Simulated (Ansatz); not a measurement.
# Sn: the cost of one run

Computed with Ansatz 0.2.0 (DFT r2SCAN, scalar-relativistic, plane waves, PAW, unless a step's input says otherwise).

## Step 1: The structure to begin with

It takes space group Fd-3m (No. 227, cubic). The conventional cell has a = 6.491 Å, b = 6.491 Å, c = 6.491 Å, α = 90.00°, β = 90.00°, γ = 90.00°. Sn (site symmetry -43m) has 4 Sn at 2.81 Å in its first shell of neighbours.

Structure file:

```
CELL_PARAMETERS angstrom
0.00000 3.24560 3.24560
3.24560 0.00000 3.24560
3.24560 3.24560 0.00000
ATOMIC_POSITIONS crystal
Sn 0.50000 0.50000 0.50000
Sn 0.75000 0.75000 0.75000
```

The cell is taken as given, not relaxed at this level.

## Step 2: Zero of energy

Reference values: F = -12077.2695 eV; pressure 1.62 GPa; largest force 0.000 eV/Å; gap on the mesh none (metal). It was computed beforehand with the settings of the runs below.

## Step 3: Next: a tetragonal deformation path

At fixed volume and fractional coordinates, lengths along (0.000, 0.000, 1.000) are scaled against those across it; ρ is that ratio over its starting value.

## Step 4: At ρ = 0.707

input.yaml

```yaml
crystal:
  lattice:
    - [0.0, 3.6432462238, 2.5757750802]
    - [3.6432462238, 0.0, 2.5757750802]
    - [3.6432462238, 3.6432462238, 0.0]
  atoms:
    - { symbol: Sn, position: [0.5, 0.5, 0.5] }
    - { symbol: Sn, position: [0.75, 0.75, 0.75] }
basis:
  ecutwfc: 500
kpoints:
  mp_grid: { grid: [14, 14, 14] }
hamiltonian:
  xc: r2scan
scf:
  occupations: { method: gaussian, width: 0.15 }
output:
  forces: true
  stress: true
  eigenvalues: true
```

On the command line:

```
ansatz run input.yaml --threads 1 --pin off --max-ram 2560MiB --backend cpu --events-out ev --progress --plain --runs-dir out
```

**Question.** How long does this run take on 1 thread of Intel Xeon at 2.50GHz (Skylake/Cascade Lake), shared host, and how much memory does it need?

About 57 s, with a peak of 0.8 GiB.
